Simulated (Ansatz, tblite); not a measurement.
# The cluster Fe₃S₂: a ladder of methods and basis sets

Aim: run the singlet of the cluster Fe₃S₂ at one geometry on many levels, and compare frontier levels, spin and run time.

Computed with Ansatz 0.2.0, Gaussian basis. Level: as each input shows.

The runs, in order: GFN1-xTB, GFN2-xTB, PBE-D4/def2-TZVP, r2SCAN-D4/def2-TZVP, BHLYP-D4/def2-TZVP, B97M-V/def2-TZVP, B3LYP-D4/def2-TZVP, PBE-D4/def2-SVP, PBE0-D4/def2-SVP, HF/STO-3G, MP2/def2-TZVP.

6 further runs of the same task are left out: 1 that didn't finish, 5 set aside as unsound or not needed.

### Step 1. The structure

The singlet was relaxed beforehand with B3LYP-D4/def2-SVP. At that level it is the lowest of the isomers that a small search found.

5 atoms, charge 0, spin multiplicity 1.

Bond lengths: Fe1–S4 2.143 Å, Fe1–S5 2.233 Å, Fe2–S5 2.184 Å, Fe3–S4 2.142 Å, Fe3–S5 2.233 Å. Angles: S4–Fe1–S5 113.8°, S4–Fe3–S5 113.9°, Fe1–S4–Fe3 61.8°, Fe1–S5–Fe2 55.2°, Fe1–S5–Fe3 59.0°, Fe2–S5–Fe3 55.2°.

No spin-orbit coupling is included.

PBE0-D4/def2-TZVP was run before; its log isn't repeated, and its numbers join the tables.

### Step 2. GFN1-xTB

Tight binding, by tblite at 300 K electronic temperature and without a spin-polarisation term:

```python
tblite.interface.Calculator('GFN1-xTB', numbers, positions, charge=0, uhf=0).singlepoint()
```

Energy -443.7197 eV, HOMO -10.92 eV, LUMO -10.72 eV; 0.016 s.

### Step 3. GFN2-xTB

Tight binding, by tblite at 300 K electronic temperature and without a spin-polarisation term:

```python
tblite.interface.Calculator('GFN2-xTB', numbers, positions, charge=0, uhf=0).singlepoint()
```

Energy -428.8285 eV, HOMO -6.26 eV, LUMO -6.16 eV; 0.013 s.

### Step 4. PBE-D4/def2-TZVP

start.molden holds the orbitals of an earlier run on this state, given as this run's starting guess.

in.yaml reads:

```yaml
crystal:
  periodic: [false, false, false]
  atoms:
    - {symbol: Fe, position_ang: [-1.117532, -0.113255, 0.008617]}
    - {symbol: Fe, position_ang: [0.407482, -1.474029, 0.089810]}
    - {symbol: Fe, position_ang: [0.988295, 0.452503, -0.284194]}
    - {symbol: S, position_ang: [-0.543970, 1.210629, -1.575474]}
    - {symbol: S, position_ang: [0.265735, -0.075849, 1.761232]}
basis:
  gaussian: {orbitals: def2-TZVP, initial_orbitals: start.molden}
hamiltonian: {xc: pbe, dispersion: d4}
scf: {omitted_lower_state_checks: [starts]}
output: {forces: true, orbitals: {seedname: orbitals}}
```

Command:

```
ansatz run in.yaml --threads 4 --pin off --events-out ev --progress --plain --max-ram 4787MiB
```

Further steps of the session: r2SCAN-D4/def2-TZVP; BHLYP-D4/def2-TZVP; B97M-V/def2-TZVP; B3LYP-D4/def2-TZVP; PBE-D4/def2-SVP; PBE0-D4/def2-SVP; HF/STO-3G; MP2/def2-TZVP.

Q: Predict the results of all the runs planned. Wanted: gap in def2-TZVP, named functionals, smallest and largest; correlation energy, MP2/def2-TZVP; binding an atom, functionals in def2-TZVP; PBE0 total energy, smallest basis above largest.

As calculated:

| quantity | value |
| --- | --- |
| gap in def2-TZVP, named functionals, smallest and largest | 0.18 eV (PBE-D4), 4.88 eV (BHLYP-D4) |
| correlation energy, MP2/def2-TZVP | -51.77 eV |
| binding an atom, functionals in def2-TZVP | -0.17 (BHLYP-D4) to 2.69 eV (PBE-D4) |
| PBE0 total energy, smallest basis above largest | 22.50 eV (def2-SVP, def2-TZVP) |

In words: Orbital gaps of the named functionals in def2-TZVP span 0.18 eV (PBE-D4) to 4.88 eV (BHLYP-D4); exact exchange widens it.
